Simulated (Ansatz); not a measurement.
**SbMo (rocksalt type): how the settings move a single-point run**

Aim: see which settings change the result for SbMo (rocksalt type), by how much, and at what cost.

Computed with Ansatz 0.2.0 (reference: DFT, LDA, norm-conserving pseudopotentials, Ansatz's default files, scalar-relativistic, unless a step's input says otherwise).

1 further run of the same task is left out (it didn't finish). Runs told in other sessions of the task aren't counted.

## Step 1: Starting point

Symmetry: Fm-3m, No. 225, cubic system. The conventional cell has a = 3.992 Å, b = 3.992 Å, c = 3.992 Å, α = 90.00°, β = 90.00°, γ = 90.00°. Mo (site symmetry m-3m) has 6 Sb at 2.00 Å in its first shell of neighbours. Sb (site symmetry m-3m) has 6 Mo at 2.00 Å in its first shell of neighbours.

Coordinates:

```xyz
2
Lattice="0.0000 1.9959 1.9959 1.9959 0.0000 1.9959 1.9959 1.9959 0.0000" Properties=species:S:1:pos:R:3 pbc="T T T"
Mo    0.0000    0.0000    0.0000
Sb    1.9959    1.9959    1.9959
```

## Step 2: Baseline

Input file input.yaml:

```yaml
crystal:
  lattice:
    - [0.0, 1.9959231719, 1.9959231719]
    - [1.9959231719, 0.0, 1.9959231719]
    - [1.9959231719, 1.9959231719, 0.0]
  atoms:
    - { symbol: Mo, position: [0.0, 0.0, 0.0] }
    - { symbol: Sb, position: [0.5, 0.5, 0.5] }
kpoints:
  mp_grid: { grid: [13, 13, 13] }
scf:
  occupations: { method: fermi_dirac, width: 0.1 }
hamiltonian:
  xc: lda
  pseudopotentials: { kind: nc }
output:
  forces: true
  stress: true
  eigenvalues: true
```

The run is started by

```console
ansatz run input.yaml --threads 1 --pin off --max-ram 2048MiB --backend cpu --events-out ev --progress --plain --runs-dir out
```

## Step 3: Variant: mp_grid.shift [0.5, 0.5, 0.5], occupations.method methfessel_paxton, occupations.width 0.2, preconditioner kerker

Changes to input.yaml since step 2:

```diff
@@ -9,5 +9,6 @@
 kpoints:
-  mp_grid: { grid: [13, 13, 13] }
+  mp_grid: { grid: [13, 13, 13], shift: [0.5, 0.5, 0.5] }
 scf:
-  occupations: { method: fermi_dirac, width: 0.1 }
+  occupations: { method: methfessel_paxton, width: 0.2 }
+  mixing: { preconditioner: kerker }
 hamiltonian:
```

What does the calculation give? Wanted: for each run, ending; energy change; pressure; gap; force.

As calculated:

| run | ending | energy change | pressure (GPa) | gap (eV) | force (eV/Å) | cycles | time |
| --- | --- | --- | --- | --- | --- | --- | --- |
| reference | converged | 0 | 981.6 | 0.00 | 0.00 | 6 | 7 s |
| 1: mp_grid.shift [0.5, 0.5, 0.5], occupations.method methfessel_paxton, occupations.width 0.2, preconditioner kerker | converged | -1.1 meV/atom (σ→0) | 981.5 | 0.00 | 0.00 | 7 | 22 s |

Residual by cycle in the longest SCF loop of each run; runs are numbered as in the table. The quantity is the density residual dr2, in eV.

| cycle | reference | run 1 |
| --- | --- | --- |
| 1 | 1.47 | 1.47 |
| 2 | 0.344 | 0.345 |
| 3 | 0.00575 | 0.00544 |
| 4 | 8.8e-5 | 1.4e-4 |
| 5 | 3.3e-6 | 1.4e-6 |
| 6 | 2.5e-8 | 4.2e-8 |
| 7 | - | 1.1e-9 |

What this shows: Changing the k-point mesh, smearing and mixing moves the energy by -1.1 meV/atom (σ→0 values). Mixing only sets the path, so the shift comes from the other change. More than one kind of setting changed, and this run alone doesn't tell their shares apart. Cost: 7 SCF cycles against 6, 22 s against 7 s. The structure is not at rest: the sound run finds 982 GPa, so these are no properties of the relaxed crystal. The reference leaves spin out although Mo can carry a moment, so its state need not be the lowest.
